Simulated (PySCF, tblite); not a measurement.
# C₅H₁₁B₂O₃−: geometry, infrared bands and NMR shifts

Aim: predict the infrared bands and NMR shifts of C₅H₁₁B₂O₃− (`C=CBCO[BH-]1OCCO1`).

The runs use tblite 0.8.0 and PySCF 2.14.0, with density-fitted response routines of our own; the level of theory stands in each step. All values are computed, except where a source is named. Atoms count from 0, in the outputs and in this text.

## 1. The starting structure

21 atoms, charge -1, multiplicity 1; geometry from: force field or distance geometry start.

Bonds of the start (Å): C0–C1 1.34, C1–B2 1.56, B2–C3 1.61, C3–O4 1.37, O4–B5 1.46, B5–O6 1.46, O6–C7 1.39, C7–C8 1.52, C8–O9 1.39, O9–B5 1.47, C0–H10 1.08, C0–H11 1.09, C1–H12 1.11, B2–H13 1.20, C3–H14 1.11, C3–H15 1.11, B5–H16 1.18, C7–H17 1.11, C7–H18 1.11, C8–H19 1.11, C8–H20 1.14.

## 2. Geometry optimisation with GFN2-xTB

Job settings and geometry (Å):

```
{"job": {"kind": "relax", "xc": "GFN2-xTB", "basis": "xTB"}, "charge": -1, "multiplicity": 1}
C      3.983000     0.297400     0.042000
C      3.156300    -0.485700     0.743800
B      1.622500    -0.227600     0.638100
C      0.992600    -0.331600    -0.837500
O      0.036200     0.613500    -1.091900
B     -1.128500     0.580400    -0.204600
O     -1.366800    -0.760800     0.332000
C     -2.693400    -0.711700     0.757300
C     -3.312700     0.495600     0.068800
O     -2.390200     0.828400    -0.912000
H      5.054700     0.188400     0.060900
H      3.534800     1.077000    -0.574900
H      3.548200    -1.287200     1.401300
H      1.155500     0.515700     1.455100
H      0.639200    -1.376900    -0.971600
H      1.842500    -0.170700    -1.531800
H     -1.021900     1.315500     0.714500
H     -2.715900    -0.581100     1.856100
H     -3.257500    -1.640400     0.513200
H     -4.320700     0.285200    -0.339500
H     -3.366900     1.393500     0.762300
```

Launch:

```bash
> OMP_NUM_THREADS=1 python probes_run.py task.json out
```

One launch serves the whole session: the jobs run in the order shown.

**Question.** This job is followed by: GFN2-xTB harmonic vibrations, gas phase; GIAO PBE0/pcSseg-1 NMR shielding, non-relativistic, gas phase. What will the session give for the following? strongest single infrared mode (GFN2-xTB); zero-point energy (GFN2-xTB); ¹³C shifts against TMS (PBE0/pcSseg-1, means over atoms taken as alike); ¹H shifts against TMS (PBE0/pcSseg-1, means over atoms taken as alike); ¹¹B shifts against BF3·OEt2 (PBE0/pcSseg-1); ¹⁷O shifts against H2O (PBE0/pcSseg-1, means over atoms taken as alike).

As calculated:

| quantity | value |
| --- | --- |
| strongest single infrared mode (GFN2-xTB) | 1081 cm⁻¹, 716 km/mol |
| zero-point energy (GFN2-xTB) | 98.1 kcal/mol |
| ¹³C shifts against TMS (PBE0/pcSseg-1, means over atoms taken as alike) | 156.6, 124.6, 80.8, 69.1 ppm |
| ¹H shifts against TMS (PBE0/pcSseg-1, means over atoms taken as alike) | 8.29, 7.05, 5.46, 5.36, 4.48, 4.11, 3.85, 3.05 ppm |
| ¹¹B shifts against BF3·OEt2 (PBE0/pcSseg-1) | 85.9, 7.4 ppm |
| ¹⁷O shifts against H2O (PBE0/pcSseg-1, means over atoms taken as alike) | 83.7, 61.2 ppm |

Relaxing lowered the energy by 0.771 eV in 166 steps; the close pair that moved most is O4–B5, from 1.465 to 1.503 Å. The lowest mode is imaginary (29i cm⁻¹), so the xTB geometry is not a minimum. The strongest single mode, at 1081 cm⁻¹, is spread over many atoms; the largest shares are those of H16, C7. GFN2-xTB is a fitted tight-binding method: band positions and strengths are rough. Its intensities can rank the bands wrongly. At PBE0/pcSseg-1: The largest span, 266 ppm, is at C1, where the paramagnetic term is -229 ppm.
